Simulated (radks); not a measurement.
# The first electron to leave Cd³⁺

Cd³⁺ stands in [Kr] 4d(3/2: 4, 5/2: 5). From which sub-shell is an electron easiest to take? Each removal is a run of its own. The parent's configuration is the lowest that an earlier search found at this level.

The numbers are computed with radks (a radial shooting solver on a logarithmic mesh, Libxc functionals) version 1 (Dirac Kohn-Sham, relativistic LDA (MacDonald-Vosko exchange, VWN5 correlation), spin-unpolarised, spherical densities, finite nucleus), except any that are marked as measured or tabulated.

2 further runs of the same task are left out: 2 set aside as unsound or not needed.

### 1 What is computed

```
element            : cadmium (Z = 48)
charge             : +3
electrons          : 45
configuration      : [Kr] 4d(3/2: 4, 5/2: 5)
nuclear rms radius : 4.6087 fm
```

A shell typed twice in an input gives the lower j, then the higher j.

### 2 The parent, Cd³⁺

From an earlier run at this level the parent has E = -5581.133115 hartree and these outer levels (eV):

```csv
level,occupation,energy (eV)
3p3/2,4,-624.86
3d3/2,4,-433.74
3d5/2,6,-426.78
4s1/2,2,-140.94
4p1/2,2,-106.25
4p3/2,4,-100.31
4d3/2,4,-46.515
4d5/2,5,-45.737
```

### 3 Remove 4d5/2: [Kr] 4d(3/2: 4, 5/2: 4)

The run's settings:

```text
Z 48
configuration [Kr] 4d4 4d4
relativity Dirac
functional lda_x_rel,vwn5
spin unpolarised
j_filling energy
nucleus finite rms 4.6087 fm
c 137.035999084
```

### 4 Remove 4d3/2: [Kr] 4d(3/2: 3, 5/2: 5)

Settings, as their differences from step 3:

```diff
@@ -1,3 +1,3 @@
 Z 48
-configuration [Kr] 4d4 4d4
+configuration [Kr] 4d3 4d5
 relativity Dirac
```

### 5 Remove 4p3/2: [Ar] 3d10 4s2 4p(1/2: 2, 3/2: 3) 4d(3/2: 4, 5/2: 5)

Settings, as their differences from step 4:

```diff
@@ -1,3 +1,3 @@
 Z 48
-configuration [Kr] 4d3 4d5
+configuration [Ar] 3d10 4s2 4p2 4p3 4d4 4d5
 relativity Dirac
```

### 6 Remove 4p1/2: [Ar] 3d10 4s2 4p(1/2: 1, 3/2: 4) 4d(3/2: 4, 5/2: 5)

Settings, as their differences from step 5:

```diff
@@ -1,3 +1,3 @@
 Z 48
-configuration [Ar] 3d10 4s2 4p2 4p3 4d4 4d5
+configuration [Ar] 3d10 4s2 4p1 4p4 4d4 4d5
 relativity Dirac
```

### 7 Ion rearranged (move 4d5/2 to 5s1/2 after a removal): [Kr] 4d(3/2: 4, 5/2: 3) 5s1

Settings, as their differences from step 6:

```diff
@@ -1,3 +1,3 @@
 Z 48
-configuration [Ar] 3d10 4s2 4p1 4p4 4d4 4d5
+configuration [Kr] 4d4 4d3 5s1
 relativity Dirac
```

### 8 Ion rearranged (move 4d5/2 to 5p1/2 after a removal): [Kr] 4d(3/2: 4, 5/2: 3) 5p(1/2: 1, 3/2: 0)

Settings, as their differences from step 7:

```diff
@@ -1,3 +1,3 @@
 Z 48
-configuration [Kr] 4d4 4d3 5s1
+configuration [Kr] 4d4 4d3 5p1 5p0
 relativity Dirac
```

What does the calculation give? Wanted: for each run, case; final configuration; Δ-SCF; −ε of the level emptied.

The runs gave:

| case | final configuration | Δ-SCF (eV) | −ε of the level emptied (eV) |
| --- | --- | --- | --- |
| remove 4d5/2 | [Kr] 4d(3/2: 4, 5/2: 4) | 53.944 | 45.737 |
| remove 4d3/2 | [Kr] 4d(3/2: 3, 5/2: 5) | 54.781 | 46.515 |
| ion rearranged (move 4d5/2 to 5s1/2 after a removal) | [Kr] 4d(3/2: 4, 5/2: 3) 5s1 | 73.151 | - |
| ion rearranged (move 4d5/2 to 5p1/2 after a removal) | [Kr] 4d(3/2: 4, 5/2: 3) 5p(1/2: 1, 3/2: 0) | 82.184 | - |
| remove 4p3/2 | [Ar] 3d10 4s2 4p(1/2: 2, 3/2: 3) 4d(3/2: 4, 5/2: 5) | 109.67 | 100.31 |
| remove 4p1/2 | [Ar] 3d10 4s2 4p(1/2: 1, 3/2: 4) 4d(3/2: 4, 5/2: 5) | 115.79 | 106.25 |

The 4d5/2 electron leaves first, at 53.944 eV; the next cheapest, 4d3/2, costs 54.781 eV. 4d5/2 is also the highest occupied level of the parent. NIST lists 51 eV (theoretical), between the same two configurations. Spin polarisation and multiplet splitting are left out, so open shells lie too high by an amount that depends on their filling.
